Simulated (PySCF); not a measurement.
# BrF: bond curves at several levels of theory

Aim: find the lowest electronic state of BrF, scan its bond at several levels of theory, and get bond length, wavenumber and dissociation energy from each curve.

Program: PySCF 2.14.0. Level of theory: Br def2-SVP, F def2-SVP, no relativity. These are calculated values, not measurements.

## (1) Input

Settings of the job:

| Property | Result |
| --- | --- |
| atoms | Br, F |
| charge | 0 |
| basis | Br def2-SVP, F def2-SVP |
| Hamiltonian | no relativity |
| basis functions | 46 |
| electrons treated | 44 |
| masses in u | 78.9183, 18.9984 |
| levels | PBE0, PBE, r²SCAN, M06-L, PW91, BP86, CAM-B3LYP, HF, MP2, SCS-MP2, CCSD, CCSD(T) |
| grid | 80 radial by 434 angular points |
| occupations | held fixed by the projection of orbital angular momentum |
| dissociation limit | Br + F, each in its ground configuration |
| starting distance in angstrom | 1.730 |
| values of 2S to try | 0, 2 |

Launch:

```console
> OMP_NUM_THREADS=1 python dia.py task.json out
```

Further steps of the session: First curve: PBE0; Other states along the same grid; PBE; r²SCAN; M06-L; PW91 (GGA); BP86 (GGA); CAM-B3LYP (range-separated hybrid); RHF (mean field); Correlated methods on the Hartree–Fock reference.

**Question.** What will these runs give? Wanted: for each run, Re; ωe; De; μ.

The runs gave:

Lowest PBE0 solution found, without spin–orbit coupling: ¹Σ⁺ (singlet), closed shell. State 2 has its PBE0 minimum 1.79 eV higher. The other levels ran on the lowest alone.

| level | Re (Å) | ωe (cm⁻¹) | De (eV) | μ (D) |
| --- | --- | --- | --- | --- |
| RHF | 1.742 | 751 | 0.241 | -1.95 |
| RHF-MP2 | 1.788 | 665 | 2.28 | n/a |
| RHF-SCS-MP2 | 1.794 | 650 | 2.17 | n/a |
| RHF-CCSD | 1.791 | 654 | 1.96 | n/a |
| RHF-CCSD(T) | 1.801 | 629 | 2.09 | n/a |
| PBE | 1.801 | 641 | 3.03 | -1.48 |
| PW91 | 1.800 | 643 | 3.07 | -1.48 |
| BP86 | 1.804 | 638 | 2.98 | -1.49 |
| r²SCAN | 1.786 | 662 | 2.58 | -1.50 |
| M06-L | 1.795 | 639 | 2.59 | -1.67 |
| PBE0 | 1.772 | 688 | 2.49 | -1.58 |
| CAM-B3LYP | 1.771 | 694 | 2.55 | -1.64 |

De is counted to Br + F in their ground configurations. A positive dipole means Br(−)F(+).

Differences from CCSD(T) in the same basis:

| level | Re (mÅ) | ωe (%) |
| --- | --- | --- |
| RHF | -59 | +19.4 |
| RHF-MP2 | -13 | +5.8 |
| RHF-SCS-MP2 | -7 | +3.4 |
| RHF-CCSD | -10 | +3.9 |
| PBE | 0 | +1.9 |
| PW91 | -1 | +2.2 |
| BP86 | +3 | +1.4 |
| r²SCAN | -15 | +5.3 |
| M06-L | -6 | +1.6 |
| PBE0 | -29 | +9.3 |
| CAM-B3LYP | -30 | +10.4 |

**Reading.** Against CCSD(T) in the same basis, the bond length is nearest at PBE (0 mÅ) and farthest at RHF (-59 mÅ); the wavenumber is nearest at BP86 (+1.4 %) and farthest at RHF (+19.4 %). Hartree–Fock falls on the short and stiff side, its usual fault. CCSD(T) in a basis this small is itself some way from its limit, more so than the functionals. Among the levels with a De in the table, it runs from 0.241 eV (RHF) to 3.07 eV (PW91).

Correlated steps freeze 10 core orbitals.
